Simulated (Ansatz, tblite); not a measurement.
# Ge17H24 off sphere (Ge₁₇H₂₄): rung by rung

One table from this session's results is given with a row withheld; the runs are named, their logs left out.

Method: as each input shows; program: Ansatz 0.2.0, Gaussian basis.

Plan: GFN1-xTB, GFN2-xTB, PBE-D4/def2-TZVP, r2SCAN-D4/def2-TZVP, ωB97M-V/def2-TZVP, PBE-D4/def2-SVP, PBE0-D4/def2-SVP, HF/STO-3G, HF/6-31G, B3LYP-D4/6-31G, MP2/def2-TZVP.

1 further run of the same task is left out (set aside as unsound or not needed). Runs told in other sessions of the task aren't counted.

## The structure

The singlet was relaxed beforehand with r2SCAN-D4/def2-SVP.

41 atoms, charge 0, spin multiplicity 1.

Bond lengths: Ge1–Ge9 2.428 Å, Ge1–Ge12 2.426 Å, Ge1–H18 1.543 Å, Ge1–H19 1.540 Å, Ge2–Ge11 2.432 Å, Ge2–Ge13 2.430 Å, Ge2–H20 1.544 Å, Ge2–H21 1.542 Å, Ge3–Ge10 2.431 Å, Ge3–Ge14 2.429 Å, Ge3–Ge15 2.430 Å, Ge3–H22 1.546 Å, Ge4–Ge11 2.438 Å, Ge4–Ge14 2.431 Å, Ge4–Ge16 2.436 Å, Ge4–H23 1.547 Å, Ge5–Ge9 2.434 Å, Ge5–Ge10 2.436 Å and more. Angles: Ge9–Ge1–Ge12 112.1°, Ge9–Ge1–H18 109.2°, Ge9–Ge1–H19 109.4°, Ge12–Ge1–H18 109.0°, Ge12–Ge1–H19 109.5°, H18–Ge1–H19 107.4°, Ge11–Ge2–Ge13 109.2°, Ge11–Ge2–H20 108.6°, Ge11–Ge2–H21 111.4°, Ge13–Ge2–H20 108.7°, Ge13–Ge2–H21 111.1°, H20–Ge2–H21 107.7°, Ge10–Ge3–Ge14 109.1°, Ge10–Ge3–Ge15 109.3°, Ge10–Ge3–H22 109.7°, Ge14–Ge3–Ge15 109.6°, Ge14–Ge3–H22 109.6°, Ge15–Ge3–H22 109.5° and more.

PBE0-D4/def2-TZVP was run before; its log isn't repeated, and its numbers join the tables.

Set-up of the first run:

Tight binding, by tblite at 300 K electronic temperature and without a spin-polarisation term:

```python
tblite.interface.Calculator('GFN1-xTB', numbers, positions, charge=0, uhf=0).singlepoint()
```

Tight binding, by tblite at 300 K electronic temperature and without a spin-polarisation term:

```python
tblite.interface.Calculator('GFN2-xTB', numbers, positions, charge=0, uhf=0).singlepoint()
```

start.molden holds the orbitals of an earlier run on this state, given as this run's starting guess.

in.yaml

```yaml
crystal:
  periodic: [false, false, false]
  atoms:
    - {symbol: Ge, position_ang: [-1.907020, -2.889578, 3.088862]}
    - {symbol: Ge, position_ang: [1.279603, -3.009048, -0.133436]}
    - {symbol: Ge, position_ang: [-1.687321, 2.638703, -2.775137]}
    - {symbol: Ge, position_ang: [1.140201, -0.138101, -2.805722]}
    - {symbol: Ge, position_ang: [-1.658074, -0.235723, 0.010348]}
    - {symbol: Ge, position_ang: [1.149476, -0.260578, 2.812611]}
    - {symbol: Ge, position_ang: [1.118830, 2.630573, 0.029742]}
    - {symbol: Ge, position_ang: [3.963265, -0.143071, 0.041961]}
    - {symbol: Ge, position_ang: [-3.105961, -1.575700, 1.436185]}
    - {symbol: Ge, position_ang: [-3.056908, 1.182279, -1.392803]}
    - {symbol: Ge, position_ang: [-0.230281, -1.599806, -1.416954]}
    - {symbol: Ge, position_ang: [-0.266896, -1.568230, 4.293282]}
    - {symbol: Ge, position_ang: [2.573413, -1.620850, 1.384567]}
    - {symbol: Ge, position_ang: [-0.265496, 1.275909, -4.196441]}
    - {symbol: Ge, position_ang: [-0.307657, 4.038563, -1.346949]}
    - {symbol: Ge, position_ang: [2.544358, 1.239906, -1.369779]}
    - {symbol: Ge, position_ang: [-0.245498, 1.167474, 1.417441]}
    - {symbol: H, position_ang: [-2.916025, -3.479218, 4.095666]}
    - {symbol: H, position_ang: [-1.206095, -4.070434, 2.392351]}
    - {symbol: H, position_ang: [2.248892, -3.709282, -1.110223]}
    - {symbol: H, position_ang: [0.512644, -4.105426, 0.632477]}
    - {symbol: H, position_ang: [-2.596266, 3.531020, -3.651696]}
    - {symbol: H, position_ang: [2.048532, -1.016652, -3.698162]}
    - {symbol: H, position_ang: [2.070959, 0.634201, 3.676055]}
    - {symbol: H, position_ang: [2.006656, 3.506530, 0.944531]}
    - {symbol: H, position_ang: [4.926401, -0.974478, -0.830558]}
    - {symbol: H, position_ang: [4.810903, 0.759229, 0.962073]}
    - {symbol: H, position_ang: [-3.980632, -2.501502, 0.565695]}
    - {symbol: H, position_ang: [-4.050327, -0.606797, 2.178061]}
    - {symbol: H, position_ang: [-3.952495, 0.299039, -2.286576]}
    - {symbol: H, position_ang: [-3.979393, 2.028361, -0.490545]}
    - {symbol: H, position_ang: [-1.123580, -2.472770, -2.329238]}
    - {symbol: H, position_ang: [0.593845, -2.489459, 5.181660]}
    - {symbol: H, position_ang: [-1.015960, -0.589645, 5.221018]}
    - {symbol: H, position_ang: [3.472177, -2.516520, 2.267807]}
    - {symbol: H, position_ang: [-1.135462, 0.398517, -5.119746]}
    - {symbol: H, position_ang: [0.613224, 2.178156, -5.086749]}
    - {symbol: H, position_ang: [0.558461, 4.978118, -2.211076]}
    - {symbol: H, position_ang: [-1.203961, 4.913242, -0.446595]}
    - {symbol: H, position_ang: [3.422188, 2.151151, -2.259219]}
    - {symbol: H, position_ang: [-1.162731, 2.021879, 2.325213]}
basis:
  gaussian: {orbitals: def2-TZVP, fitting: {mean_field: def2-universal-jkfit}, initial_orbitals: start.molden}
hamiltonian: {xc: pbe, dispersion: d4}
scf: {omitted_lower_state_checks: [starts]}
output: {orbitals: {seedname: orbitals}}
```

The run is started by

```bash
$ ansatz run in.yaml --threads 11 --pin off --events-out ev --progress --plain --max-ram 166912MiB --backend cuda --devices 0, --max-vram 75GiB
```

Among the steps run: PBE-D4/def2-TZVP; r2SCAN-D4/def2-TZVP; ωB97M-V/def2-TZVP; PBE-D4/def2-SVP; PBE0-D4/def2-SVP; HF/STO-3G; HF/6-31G; B3LYP-D4/6-31G; MP2/def2-TZVP.

One table of the session follows, with a row left open; its other results are not shown here.

It belongs to the step «Binding energy». 

| level | binding an atom (eV) |
| --- | --- |
| HF/STO-3G | 3.811 |
| HF/6-31G | 1.896 |
| HF/def2-TZVP | 2.042 |
| PBE-D4/def2-SVP | ? |
| PBE-D4/def2-TZVP | 2.899 |
| r2SCAN-D4/def2-TZVP | 2.942 |
| B3LYP-D4/6-31G | 2.826 |
| PBE0-D4/def2-SVP | 2.904 |
| PBE0-D4/def2-TZVP | 2.903 |
| ωB97M-V/def2-TZVP | 2.862 |
| MP2/def2-TZVP | 2.854 |

**Question.** Estimate the row for PBE-D4/def2-SVP.

**Answer.** binding an atom (eV): 2.898. In the column «binding an atom (eV)» it lies between ωB97M-V/def2-TZVP (2.862) and PBE-D4/def2-TZVP (2.899).

Limits of these values: Free atoms were run apart at each level; binding is atoms less cluster, divided by the number of atoms, without zero-point or spin-orbit terms.
